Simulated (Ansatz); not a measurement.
# HoO: the cost of one run

Computed with Ansatz 0.2.0 (DFT PBE, scalar-relativistic, plane waves, PAW; 4f electrons in the core of a trivalent norm-conserving potential, unless a step's input says otherwise).

## Step 1: The starting structure

Symmetry: Pm-3m, No. 221, cubic system. The conventional cell has a = 3.281 Å, b = 3.281 Å, c = 3.281 Å, α = 90.00°, β = 90.00°, γ = 90.00°. Ho (site symmetry m-3m) is surrounded by 8 O at 2.84 Å. O (site symmetry m-3m) has 8 Ho at 2.84 Å in its first shell of neighbours.

Structure file:

```
Ho O
1.0
     3.28051    0.00000    0.00000
     0.00000    3.28051    0.00000
     0.00000    0.00000    3.28051
Ho O
1 1
Direct
  0.50000 0.50000 0.50000
  0.00000 0.00000 0.00000
```

A structure generator made this guess: species swapped into a database cell of TbCd (Pm-3m, No. 221), with Ho on the Tb sites and O on the Cd sites. Its size is a rough estimate.

## Step 2: A first look at the guess

File input.yaml:

```yaml
crystal:
  lattice:
    - [3.28051348, 0.0, 0.0]
    - [0.0, 3.28051348, 0.0]
    - [0.0, 0.0, 3.28051348]
  atoms:
    - { symbol: Ho, position: [0.5, 0.5, 0.5] }
    - { symbol: O, position: [0.0, 0.0, 0.0] }
basis:
  ecutwfc: 690
kpoints:
  mp_grid: { grid: [6, 6, 6] }
hamiltonian:
  xc: pbe
  pseudopotentials:
    kind: paw
    azcp: { Ho: "pseudopotentials/pbe/nc/lanthanide_3plus/Ho.nc.azcp" }
scf:
  occupations: { method: gaussian, width: 0.1 }
  lower_state_search: "off"
output:
  forces: true
  stress: true
  eigenvalues: true
```

Started as:

```bash
$ ansatz run input.yaml --threads 1 --pin off --max-ram 2560MiB --backend cpu --events-out ev --progress --plain --runs-dir out
```

Q: Estimate wall time and peak memory on 1 thread of Intel Xeon at 2.50GHz (Skylake/Cascade Lake), shared host.

About 2.7 s, with a peak of 0.3 GiB.
